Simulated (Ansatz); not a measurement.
# B2ClFH2 (SMILES BB(F)Cl): functionals against CCSD(T) at one geometry

One table from this session's results is given with a row withheld; the runs are named, their logs left out.

Program: Ansatz 0.2.0, Gaussian basis. Level of theory: single points in def2-TZVPP. These are calculated values, not measurements.

Cores are frozen in the correlated methods.

**The system as given**

SMILES `BB(F)Cl`, 6 atoms, charge 0, spin multiplicity 1.

Atoms are counted from 1 here; the program's logs count them from 0.

Bond lengths: B1–B2 1.698 Å, B1–H5 1.155 Å, B1–H6 1.133 Å, B2–F3 1.348 Å, B2–Cl4 1.824 Å. Angles: B2–B1–H5 119.5°, B2–B1–H6 116.1°, H5–B1–H6 124.4°, B1–B2–F3 132.9°, B1–B2–Cl4 121.5°, F3–B2–Cl4 105.6°.

Coordinates:

```csv
atom,x (Å),y (Å),z (Å)
B1,-0.45080,0.88290,-0.01260
B2,0.39040,-0.58300,0.15450
F3,1.25640,-1.04390,1.07860
Cl4,0.22960,-1.91970,-1.07640
H5,-1.09460,1.06410,-0.95430
H6,-0.36340,1.60830,0.85310
```

The first run:

Contents of run/in.yaml:

```yaml
crystal:
  periodic: [false, false, false]
  atoms:
    - {symbol: B, position_ang: [-0.450800, 0.882900, -0.012600]}
    - {symbol: B, position_ang: [0.390400, -0.583000, 0.154500]}
    - {symbol: F, position_ang: [1.256400, -1.043900, 1.078600]}
    - {symbol: Cl, position_ang: [0.229600, -1.919700, -1.076400]}
    - {symbol: H, position_ang: [-1.094600, 1.064100, -0.954300]}
    - {symbol: H, position_ang: [-0.363400, 1.608300, 0.853100]}
basis:
  gaussian: {orbitals: def2-TZVPP}
correlation: {method: ccsd_t}
output: {forces: true}
```

The command line of these runs was not kept.

Among the steps run: CCSD(T)/def2-TZVPP; PBE0-D4/def2-TZVPP; wB97M-V/def2-TZVPP; r2SCAN-D4/def2-TZVPP; PBE-D4/def2-TZVPP; B97M-V/def2-TZVPP; BLYP-D4/def2-TZVPP.

One table of the session follows, with a row left open; its other results are not shown here.

```
   method  RMS force component (eV/Å)  angle to CCSD(T) forces (°)  dipole (D)
  CCSD(T)                       0.979                    reference        1.80
  PBE0-D4                       0.995                          4.9        1.74
  wB97M-V                       0.917                          2.9        1.80
r2SCAN-D4                       0.927                          4.7        1.65
   PBE-D4                       0.896                         11.8        1.47
   B97M-V                       0.953                          7.4        1.61
  BLYP-D4                           ?                            ?           ?
```

**Question.** Estimate the row for BLYP-D4.

**Answer.** RMS force component (eV/Å): 0.819; angle to CCSD(T) forces (°): 13.9; dipole (D): 1.50. In the column «RMS force component (eV/Å)» it is the lowest.
